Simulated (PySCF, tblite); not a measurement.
**ethylboronic acid (C2H7BO2): dynamics, then NMR shifts on frames**

How do NMR shifts of ethylboronic acid (C2H7BO2) (`CCB(O)O`) change as the atoms move?

The runs use tblite 0.8.0 and PySCF 2.14.0, with density-fitted response routines of our own; the level of theory stands in each step. All values are computed, except where a source is named. Atoms count from 0, in the outputs and in this text.

## (1) The starting structure

12 atoms, charge 0, multiplicity 1; geometry from: GFN2-xTB.

Bonds of the start (Å): C0–C1 1.53, C1–B2 1.60, B2–O3 1.35, B2–O4 1.36, C0–H5 1.09, C0–H6 1.09, C0–H7 1.09, C1–H8 1.09, C1–H9 1.09, O3–H10 0.96, O4–H11 0.96.

## (2) A short Langevin run with GFN2-xTB

What the job is given:

```
{"job": {"kind": "md", "xc": "GFN2-xTB", "basis": "xTB", "temperature": 300, "steps": 2000, "every": 50, "frames": 5}, "charge": 0, "multiplicity": 1}
C     -1.572086     0.125341     0.202411
C     -0.299953     0.347430    -0.620818
B      1.031497    -0.116664     0.142264
O      1.230329     0.282827     1.413691
O      1.996401    -0.891743    -0.431243
H     -1.484859     0.633573     1.158077
H     -2.446021     0.508166    -0.321006
H     -1.721251    -0.934927     0.393522
H     -0.220924     1.413993    -0.844260
H     -0.404180    -0.163446    -1.581870
H      2.051080    -0.032781     1.794120
H      1.841164    -1.172454    -1.330915
```

Method: GFN2-xTB Langevin dynamics, gas phase.

On the command line:

```sh
OMP_NUM_THREADS=1 python probes_run.py task.json out
```

This one command runs all jobs of the session in turn.

Output:

```text
t/fs     T/K      E/eV
    0.0   261.5   -470.66706
   25.0   163.5   -470.35641
   50.0   293.9   -470.35509
   75.0   242.4   -470.32574
  100.0   219.2   -470.41372
  125.0   254.8   -470.39836
  150.0   244.9   -470.36109
  175.0   252.1   -470.39128
  200.0   234.7   -470.35001
  225.0   287.1   -470.29405
  250.0   392.9   -470.27190
  275.0   299.0   -469.98541
  300.0   323.2   -470.09042
  325.0   418.2   -470.14411
  350.0   364.9   -470.09230
  375.0   242.3   -470.23538
  400.0   345.1   -470.30965
  425.0   283.1   -470.39884
  450.0   267.5   -470.33701
  475.0   306.4   -470.41389
  500.0   262.4   -470.33858
  525.0   242.3   -470.31926
  550.0   322.0   -470.46424
  575.0   273.7   -470.30404
  600.0   229.1   -470.20857
  625.0   242.6   -470.27551
  650.0   284.0   -470.20096
  675.0   326.8   -470.13706
  700.0   295.8   -470.23938
  725.0   333.1   -470.25316
  750.0   230.6   -470.30245
  775.0   211.7   -470.34742
  800.0   297.4   -470.39418
  825.0   256.5   -470.35141
  850.0   295.1   -470.38539
  875.0   280.0   -470.32032
  900.0   265.7   -470.43537
  925.0   228.0   -470.38191
  950.0   196.2   -470.39771
  975.0   230.9   -470.44848
 1000.0   258.9   -470.46091
```

It took 9.2 s on 1 thread of Intel Xeon Platinum 8259CL at 2.50GHz, shared host; peak memory 0.19 GiB.

Distance from the start (root mean square after alignment): 0 fs 0.00 Å, 200 fs 0.14 Å, 400 fs 0.71 Å, 600 fs 1.27 Å, 800 fs 1.58 Å, 1000 fs 1.43 Å.

Positions (Å) and forces (eV/Å) at 1000 fs:

```xyz
12

C    -1.732    0.403    0.101   -0.216   -0.714    0.440
C    -0.895   -0.827    0.532   -0.507    0.424   -0.368
B     0.395   -0.430    1.401    0.717   -0.422   -0.763
O     1.124   -1.399    1.979   -0.430   -0.866    0.279
O     1.024    0.762    1.356   -0.395    1.170   -0.303
H    -1.225    0.989   -0.621    0.494    0.415   -0.821
H    -2.727    0.175   -0.259   -0.003   -0.524   -0.432
H    -1.931    1.029    0.932    0.043    0.683    1.082
H    -0.556   -1.311   -0.424   -0.388   -0.043    1.104
H    -1.553   -1.472    1.138    0.385   -0.099   -0.606
H     1.977   -1.162    2.333    0.072    0.261    0.077
H     0.582    1.457    0.849    0.226   -0.285    0.312
```

## (3) NMR shieldings: 250 fs, PBE0/pcSseg-1

What the job is given:

```
{"job": {"kind": "nmr", "xc": "PBE0", "basis": "pcSseg-1", "pop": false}, "charge": 0, "multiplicity": 1}
C     -1.959200     0.202000    -0.110400
C     -0.568700     0.452100    -0.459300
B      0.497100     0.352000     0.748100
O      0.020900     0.409000     2.003300
O      1.800200     0.181100     0.566200
H     -2.327100     0.843200     0.638500
H     -2.536600     0.352400    -1.016300
H     -2.273900    -0.735500     0.229100
H     -0.552700     1.506000    -0.839500
H     -0.231200    -0.156300    -1.311100
H      0.811000     0.404100     2.580200
H      2.118600    -0.056000    -0.338500
```

Method: GIAO PBE0/pcSseg-1 NMR shielding, non-relativistic, gas phase.

Output:

```text
coarse grid: 9776 points
cycle   1  E = -255.3136770505  dE =  6.603e-01  |g| = 8.830e-01  |ddm| = 2.856e+00
cycle   2  E = -255.2066652761  dE =  1.070e-01  |g| = 1.184e+00  |ddm| = 1.315e+00
cycle   3  E = -255.4614702146  dE = -2.548e-01  |g| = 7.470e-02  |ddm| = 7.773e-01
cycle   4  E = -255.4623645817  dE = -8.944e-04  |g| = 3.563e-02  |ddm| = 6.754e-02
cycle   5  E = -255.4626241010  dE = -2.595e-04  |g| = 6.958e-03  |ddm| = 2.465e-02
cycle   6  E = -255.4626307155  dE = -6.615e-06  |g| = 3.328e-03  |ddm| = 5.949e-03
cycle   7  E = -255.4626327697  dE = -2.054e-06  |g| = 4.684e-04  |ddm| = 2.204e-03
final grid: 93648 points
cycle   8  E = -255.5097925827  dE = -4.055e-05  |g| = 9.514e-03  |ddm| = 2.000e-02
cycle   9  E = -255.5097784186  dE =  1.416e-05  |g| = 1.286e-02  |ddm| = 1.420e-02
cycle  10  E = -255.5098112728  dE = -3.285e-05  |g| = 6.963e-04  |ddm| = 8.107e-03
cycle  11  E = -255.5098113624  dE = -8.956e-08  |g| = 2.122e-04  |ddm| = 5.887e-04
cycle  12  E = -255.5098113712  dE = -8.835e-09  |g| = 4.417e-05  |ddm| = 1.546e-04
cycle  13  E = -255.5098113715  dE = -3.114e-10  |g| = 2.132e-05  |ddm| = 3.789e-05
converged SCF energy = -255.5098113715

GIAO shielding tensors (ppm)
atom      isotropic    diamagn.    paramagn.     s11        s22        s33       span
  0 C      184.583     242.800     -58.218    176.597    179.470    197.681     21.085
  1 C      174.096     253.469     -79.373    163.908    172.297    186.082     22.174
  2 B       71.105     194.503    -123.398     51.704     67.611     93.999     42.295
  3 O      211.990     386.278    -174.288    107.109    250.642    278.218    171.109
  4 O      203.447     389.075    -185.628    106.400    243.030    260.911    154.511
  5 H       31.556      29.863       1.693     27.162     29.583     37.923     10.761
  6 H       30.972      28.378       2.594     25.013     29.080     38.824     13.811
  7 H       32.100      30.752       1.349     28.184     29.170     38.948     10.764
  8 H       30.143      31.004      -0.861     25.349     29.427     35.654     10.305
  9 H       31.128      33.272      -2.144     26.286     30.731     36.368     10.082
 10 H       27.473      29.124      -1.650     21.774     24.017     36.629     14.855
 11 H       26.800      31.150      -4.350     21.052     23.902     35.447     14.395
```

Run time: 9.6 s. Hardware: 1 thread of Intel Xeon Platinum 8259CL at 2.50GHz, shared host; peak memory 0.56 GiB.

Shifts follow as δ = σ(reference) − σ, with reference shieldings (ppm) from runs at the same level and on the same kind of geometry: 1H TMS 31.72, 13C TMS 186.9, 17O H2O 336.1, 11B BF3·OEt2 100.1. The references are single molecules in the gas phase, so shifts against H2O, NH3, PH3, H3PO4 or CFCl3 are not on the usual liquid scales and can be off by tens of ppm. Each atom is listed at this fixed geometry, with no averaging over motion; a spectrum would average atoms that exchange fast.

| atoms | environment | σ (ppm) | δ (ppm) |
| --- | --- | --- | --- |
| C1 | sp3 CH2 bonded to B | 174.1 | 12.8 |
| C0 | methyl carbon | 184.6 | 2.3 |
| H11 | hydrogen on an oxygen bonded to B | 26.80 | 4.92 |
| H10 | hydrogen on an oxygen bonded to B | 27.47 | 4.24 |
| H8 | hydrogen on an sp3 CH2 bonded to B | 30.14 | 1.57 |
| H6 | hydrogen on a methyl carbon | 30.97 | 0.74 |
| H9 | hydrogen on an sp3 CH2 bonded to B | 31.13 | 0.59 |
| H5 | hydrogen on a methyl carbon | 31.56 | 0.16 |
| H7 | hydrogen on a methyl carbon | 32.10 | -0.38 |
| B2 | boron bonded to C, 2 O | 71.1 | 29.0 |
| O4 | oxygen bonded to B, H | 203.4 | 132.6 |
| O3 | oxygen bonded to B, H | 212.0 | 124.1 |

## (4) NMR shieldings: 425 fs, PBE0/pcSseg-1

What the job is given:

```
{"job": {"kind": "nmr", "xc": "PBE0", "basis": "pcSseg-1", "pop": false}, "charge": 0, "multiplicity": 1}
C     -2.048900     0.498100     0.111800
C     -0.553500     0.373000    -0.234800
B      0.260000     0.078300     1.077600
O     -0.322800    -0.653100     2.032300
O      1.583900     0.503000     1.263800
H     -2.123600     1.158400     0.991100
H     -2.595300     0.921500    -0.770000
H     -2.426200    -0.422500     0.486800
H     -0.278600     1.385500    -0.588600
H     -0.439700    -0.363600    -1.032500
H      0.259100    -0.989300     2.757100
H      2.036600     0.820500     0.471000
```

Method: GIAO PBE0/pcSseg-1 NMR shielding, non-relativistic, gas phase.

Output:

```text
coarse grid: 9776 points
cycle   1  E = -255.3235467991  dE =  4.825e-01  |g| = 8.735e-01  |ddm| = 2.809e+00
cycle   2  E = -255.2109832813  dE =  1.126e-01  |g| = 1.192e+00  |ddm| = 1.336e+00
cycle   3  E = -255.4661087925  dE = -2.551e-01  |g| = 7.541e-02  |ddm| = 8.105e-01
cycle   4  E = -255.4671368757  dE = -1.028e-03  |g| = 3.189e-02  |ddm| = 7.239e-02
cycle   5  E = -255.4673802686  dE = -2.434e-04  |g| = 4.012e-03  |ddm| = 2.533e-02
cycle   6  E = -255.4673833914  dE = -3.123e-06  |g| = 1.397e-03  |ddm| = 3.466e-03
final grid: 93648 points
cycle   7  E = -255.5135017609  dE = -2.942e-05  |g| = 8.892e-03  |ddm| = 1.933e-02
cycle   8  E = -255.5134882767  dE =  1.348e-05  |g| = 1.223e-02  |ddm| = 1.388e-02
cycle   9  E = -255.5135183294  dE = -3.005e-05  |g| = 8.471e-04  |ddm| = 7.912e-03
cycle  10  E = -255.5135184604  dE = -1.310e-07  |g| = 1.953e-04  |ddm| = 6.205e-04
cycle  11  E = -255.5135184672  dE = -6.778e-09  |g| = 7.740e-05  |ddm| = 1.546e-04
cycle  12  E = -255.5135184681  dE = -9.284e-10  |g| = 2.335e-05  |ddm| = 5.136e-05
converged SCF energy = -255.5135184681

GIAO shielding tensors (ppm)
atom      isotropic    diamagn.    paramagn.     s11        s22        s33       span
  0 C      172.575     247.087     -74.512    163.629    168.192    185.905     22.276
  1 C      175.387     253.650     -78.262    169.436    174.691    182.034     12.599
  2 B       69.145     194.672    -125.527     48.282     68.328     90.825     42.543
  3 O      211.132     387.221    -176.089    114.400    242.827    276.169    161.768
  4 O      199.398     389.232    -189.834     81.729    244.577    271.888    190.159
  5 H       30.364      29.232       1.132     26.264     29.196     35.632      9.369
  6 H       29.749      27.830       1.919     24.724     27.631     36.892     12.168
  7 H       30.679      30.341       0.338     26.418     29.454     36.166      9.748
  8 H       30.759      33.007      -2.248     25.890     30.432     35.955     10.065
  9 H       30.701      32.740      -2.040     26.407     29.107     36.588     10.180
 10 H       26.620      28.672      -2.052     21.109     22.052     36.699     15.591
 11 H       27.621      32.788      -5.167     22.193     24.687     35.983     13.790
```

It took 10 s on 1 thread of Intel Xeon Platinum 8259CL at 2.50GHz, shared host; peak memory 0.57 GiB.

In short: δ C0 14.3, C1 11.5, B2 30.9, O4 136.7, H10 5.10, H11 4.10 ppm.

## (5) Nuclear shieldings: 625 fs, PBE0/pcSseg-1

What the job is given:

```
{"job": {"kind": "nmr", "xc": "PBE0", "basis": "pcSseg-1", "pop": false}, "charge": 0, "multiplicity": 1}
C     -2.111500     0.084900     0.229500
C     -0.655200    -0.159100    -0.075500
B      0.301900    -0.073400     1.112200
O      0.519600    -1.141500     1.916500
O      1.238600     0.985000     1.223100
H     -2.260600     1.058100     0.711200
H     -2.822200    -0.112700    -0.551400
H     -2.419400    -0.658600     0.948000
H     -0.301000     0.609100    -0.813900
H     -0.689700    -1.150100    -0.533500
H      1.118600    -1.028600     2.611500
H      1.111900     1.706900     0.607300
```

Level: GIAO PBE0/pcSseg-1 NMR shielding, non-relativistic, gas phase.

Output:

```text
coarse grid: 9776 points
cycle   1  E = -255.3161014624  dE =  5.751e-01  |g| = 8.829e-01  |ddm| = 2.836e+00
cycle   2  E = -255.2055925007  dE =  1.105e-01  |g| = 1.196e+00  |ddm| = 1.316e+00
cycle   3  E = -255.4598693382  dE = -2.543e-01  |g| = 8.373e-02  |ddm| = 7.877e-01
cycle   4  E = -255.4612132323  dE = -1.344e-03  |g| = 3.227e-02  |ddm| = 7.850e-02
cycle   5  E = -255.4614539140  dE = -2.407e-04  |g| = 6.458e-03  |ddm| = 2.586e-02
cycle   6  E = -255.4614600807  dE = -6.167e-06  |g| = 3.140e-03  |ddm| = 5.274e-03
final grid: 93648 points
cycle   7  E = -255.5078285045  dE = -2.410e-05  |g| = 9.155e-03  |ddm| = 1.777e-02
cycle   8  E = -255.5078102962  dE =  1.821e-05  |g| = 1.349e-02  |ddm| = 1.396e-02
cycle   9  E = -255.5078450045  dE = -3.471e-05  |g| = 9.497e-04  |ddm| = 8.398e-03
cycle  10  E = -255.5078451794  dE = -1.749e-07  |g| = 1.823e-04  |ddm| = 6.649e-04
cycle  11  E = -255.5078451853  dE = -5.882e-09  |g| = 8.235e-05  |ddm| = 1.520e-04
cycle  12  E = -255.5078451864  dE = -1.109e-09  |g| = 1.954e-05  |ddm| = 5.281e-05
cycle  13  E = -255.5078451865  dE = -7.373e-11  |g| = 1.790e-06  |ddm| = 1.344e-05
converged SCF energy = -255.5078451865

GIAO shielding tensors (ppm)
atom      isotropic    diamagn.    paramagn.     s11        s22        s33       span
  0 C      178.930     244.851     -65.922    167.596    175.979    193.214     25.618
  1 C      174.362     252.865     -78.503    165.440    170.368    187.277     21.837
  2 B       68.129     194.887    -126.758     42.410     70.176     91.799     49.389
  3 O      226.509     385.211    -158.701    118.301    261.162    300.065    181.765
  4 O      193.737     389.161    -195.424     73.801    237.256    270.153    196.353
  5 H       30.706      28.672       2.035     25.863     29.007     37.249     11.386
  6 H       30.893      28.947       1.946     26.724     27.928     38.027     11.303
  7 H       30.899      29.311       1.588     26.076     29.827     36.794     10.718
  8 H       30.524      33.185      -2.661     26.199     29.825     35.549      9.350
  9 H       30.138      32.286      -2.148     25.698     28.878     35.839     10.142
 10 H       28.517      31.730      -3.213     22.664     23.742     39.146     16.482
 11 H       27.829      33.335      -5.506     22.671     25.221     35.595     12.924
```

It took 11 s on 1 thread of Intel Xeon Platinum 8259CL at 2.50GHz, shared host; peak memory 0.57 GiB.

This run: δ C1 12.6, C0 8.0, B2 31.9, O4 142.3, H11 3.89, H10 3.20 ppm.

## (6) NMR shieldings: 800 fs, PBE0/pcSseg-1

What the job is given:

```
{"job": {"kind": "nmr", "xc": "PBE0", "basis": "pcSseg-1", "pop": false}, "charge": 0, "multiplicity": 1}
C     -1.686300     0.681200    -0.223500
C     -0.585300    -0.336300    -0.233900
B      0.410600    -0.114100     0.964500
O      0.539200    -1.075500     1.956700
O      1.065700     1.040000     1.163000
H     -1.189400     1.622900    -0.449900
H     -2.416800     0.401300    -0.962900
H     -2.216400     0.792000     0.703600
H     -0.147000    -0.216800    -1.244000
H     -1.112100    -1.277100    -0.254100
H      1.029100    -0.793400     2.747600
H      0.926500     1.824800     0.617700
```

Method: GIAO PBE0/pcSseg-1 NMR shielding, non-relativistic, gas phase.

Output:

```text
coarse grid: 9776 points
cycle   1  E = -255.3185645978  dE =  5.725e-01  |g| = 8.807e-01  |ddm| = 2.829e+00
cycle   2  E = -255.2109667010  dE =  1.076e-01  |g| = 1.187e+00  |ddm| = 1.323e+00
cycle   3  E = -255.4633679575  dE = -2.524e-01  |g| = 8.458e-02  |ddm| = 7.909e-01
cycle   4  E = -255.4646539071  dE = -1.286e-03  |g| = 3.445e-02  |ddm| = 7.543e-02
cycle   5  E = -255.4649043491  dE = -2.504e-04  |g| = 7.834e-03  |ddm| = 2.513e-02
cycle   6  E = -255.4649133729  dE = -9.024e-06  |g| = 3.544e-03  |ddm| = 6.855e-03
cycle   7  E = -255.4649156304  dE = -2.258e-06  |g| = 4.723e-04  |ddm| = 2.209e-03
final grid: 93648 points
cycle   8  E = -255.5112171006  dE = -3.173e-05  |g| = 8.956e-03  |ddm| = 1.755e-02
cycle   9  E = -255.5112045602  dE =  1.254e-05  |g| = 1.201e-02  |ddm| = 1.364e-02
cycle  10  E = -255.5112345068  dE = -2.995e-05  |g| = 7.760e-04  |ddm| = 7.664e-03
cycle  11  E = -255.5112346172  dE = -1.104e-07  |g| = 1.718e-04  |ddm| = 5.942e-04
cycle  12  E = -255.5112346232  dE = -6.020e-09  |g| = 2.961e-05  |ddm| = 1.321e-04
cycle  13  E = -255.5112346234  dE = -1.907e-10  |g| = 7.604e-06  |ddm| = 3.053e-05
converged SCF energy = -255.5112346234

GIAO shielding tensors (ppm)
atom      isotropic    diamagn.    paramagn.     s11        s22        s33       span
  0 C      174.637     249.124     -74.487    166.731    171.065    186.115     19.384
  1 C      178.644     252.438     -73.795    175.075    177.741    183.115      8.040
  2 B       71.016     192.870    -121.855     49.703     71.016     92.327     42.624
  3 O      213.390     385.350    -171.960    117.954    257.426    264.789    146.835
  4 O      215.404     388.301    -172.897    103.200    255.233    287.779    184.580
  5 H       30.802      31.689      -0.887     26.238     29.664     36.505     10.267
  6 H       30.520      30.046       0.474     25.635     28.347     37.578     11.942
  7 H       31.237      30.500       0.737     27.236     29.412     37.062      9.826
  8 H       30.694      32.563      -1.869     26.582     28.801     36.700     10.119
  9 H       30.801      32.293      -1.492     25.918     29.658     36.828     10.909
 10 H       27.435      29.305      -1.870     22.045     22.947     37.313     15.268
 11 H       26.917      32.243      -5.326     20.755     24.510     35.484     14.729
```

Run time: 9.8 s. Hardware: 1 thread of Intel Xeon Platinum 8259CL at 2.50GHz, shared host; peak memory 0.58 GiB.

In short: δ C0 12.3, C1 8.3, B2 29.1, O3 122.7, H11 4.80, H10 4.28 ppm.

## (7) NMR shieldings: 1000 fs, PBE0/pcSseg-1

What the job is given:

```
{"job": {"kind": "nmr", "xc": "PBE0", "basis": "pcSseg-1", "pop": false}, "charge": 0, "multiplicity": 1}
C     -1.732200     0.403000     0.100900
C     -0.895000    -0.826500     0.531800
B      0.395300    -0.429600     1.401300
O      1.124000    -1.398900     1.979300
O      1.024400     0.762000     1.356200
H     -1.225200     0.989300    -0.620800
H     -2.727100     0.175500    -0.259200
H     -1.930800     1.028800     0.932400
H     -0.555900    -1.310600    -0.423800
H     -1.552600    -1.471600     1.138300
H      1.977200    -1.161900     2.332700
H      0.581500     1.457400     0.849300
```

Method: GIAO PBE0/pcSseg-1 NMR shielding, non-relativistic, gas phase.

Output:

```text
coarse grid: 9776 points
cycle   1  E = -255.3214997439  dE =  5.454e-01  |g| = 8.796e-01  |ddm| = 2.820e+00
cycle   2  E = -255.2184426828  dE =  1.031e-01  |g| = 1.178e+00  |ddm| = 1.300e+00
cycle   3  E = -255.4642996340  dE = -2.459e-01  |g| = 7.736e-02  |ddm| = 7.775e-01
cycle   4  E = -255.4654337401  dE = -1.134e-03  |g| = 2.981e-02  |ddm| = 7.354e-02
cycle   5  E = -255.4656466534  dE = -2.129e-04  |g| = 5.022e-03  |ddm| = 2.441e-02
cycle   6  E = -255.4656520516  dE = -5.398e-06  |g| = 1.092e-03  |ddm| = 4.307e-03
final grid: 93648 points
cycle   7  E = -255.5134291925  dE = -4.088e-05  |g| = 9.151e-03  |ddm| = 2.410e-02
cycle   8  E = -255.5134166461  dE =  1.255e-05  |g| = 1.223e-02  |ddm| = 1.410e-02
cycle   9  E = -255.5134470492  dE = -3.040e-05  |g| = 7.819e-04  |ddm| = 7.821e-03
cycle  10  E = -255.5134471603  dE = -1.111e-07  |g| = 2.087e-04  |ddm| = 6.068e-04
cycle  11  E = -255.5134471691  dE = -8.850e-09  |g| = 4.422e-05  |ddm| = 1.635e-04
cycle  12  E = -255.5134471694  dE = -2.900e-10  |g| = 2.551e-05  |ddm| = 4.225e-05
converged SCF energy = -255.5134471694

GIAO shielding tensors (ppm)
atom      isotropic    diamagn.    paramagn.     s11        s22        s33       span
  0 C      181.002     248.930     -67.927    169.697    178.211    195.099     25.403
  1 C      176.542     251.617     -75.075    171.664    175.750    182.212     10.548
  2 B       71.745     194.645    -122.900     53.121     69.340     92.775     39.654
  3 O      215.932     384.919    -168.986    117.926    258.145    271.725    153.798
  4 O      211.505     390.861    -179.356     90.467    254.161    289.887    199.420
  5 H       31.926      33.250      -1.325     27.810     29.797     38.171     10.361
  6 H       30.849      29.679       1.169     26.073     28.193     38.280     12.207
  7 H       31.945      31.828       0.117     27.493     30.311     38.032     10.539
  8 H       29.848      31.064      -1.216     24.999     28.594     35.952     10.953
  9 H       30.286      29.629       0.657     25.159     29.578     36.121     10.962
 10 H       27.614      30.874      -3.260     22.118     23.137     37.587     15.468
 11 H       27.084      33.348      -6.264     20.205     25.973     35.073     14.867
```

It took 9.4 s on 1 thread of Intel Xeon Platinum 8259CL at 2.50GHz, shared host; peak memory 0.57 GiB.

Key values: δ C1 10.4, C0 5.9, B2 28.3, O4 124.6, H11 4.63, H10 4.10 ppm.

## (8) Run by run: NMR shifts

Shifts (ppm) of some atoms, chosen among heavy atoms and hydrogens apart, with basis size and wall time:

| frame | C1 | C0 | H10 | H5 | B2 | O4 | O3 | functions | time |
| --- | --- | --- | --- | --- | --- | --- | --- | --- | --- |
| 250 fs | 12.8 | 2.3 | 4.24 | 0.16 | 29.0 | 132.6 | 124.1 | 120 | 9.6 s |
| 425 fs | 11.5 | 14.3 | 5.10 | 1.35 | 30.9 | 136.7 | 124.9 | 120 | 10 s |
| 625 fs | 12.6 | 8.0 | 3.20 | 1.01 | 31.9 | 142.3 | 109.6 | 120 | 11 s |
| 800 fs | 8.3 | 12.3 | 4.28 | 0.91 | 29.1 | 120.7 | 122.7 | 120 | 9.8 s |
| 1000 fs | 10.4 | 5.9 | 4.10 | -0.21 | 28.3 | 124.6 | 120.1 | 120 | 9.4 s |

## (9) Outcome

```
                                           quantity                                          value
                                         thermostat                                          300 K
                      mean temperature, second half                                          265 K
            mean potential energy above the minimum                                        0.34 eV
     13C shifts against TMS (PBE0/pcSseg-1, 250 fs)                                  12.8, 2.3 ppm
      1H shifts against TMS (PBE0/pcSseg-1, 250 fs)  4.92, 4.24, 1.57, 0.74, 0.59, 0.16, -0.38 ppm
11B shifts against BF3·OEt2 (PBE0/pcSseg-1, 250 fs)                                       29.0 ppm
     17O shifts against H2O (PBE0/pcSseg-1, 250 fs)                               132.6, 124.1 ppm
                           range of the shift of O4                             120.7 to 142.3 ppm
```

In the second half the potential energy averages 0.34 eV above the minimum; equipartition over 30 harmonic modes at 300 K would give 0.39 eV. With 12 atoms the temperature swings widely (164 to 418 K). Shifts at one fixed geometry are not the observed spectrum, which averages over the motion. In the first frame run (250 fs): The largest span, 171 ppm, is at O3, where the paramagnetic term is -174 ppm. Across the 5 runs the shift of O4 moves most, between 120.7 (800 fs) and 142.3 ppm (625 fs).
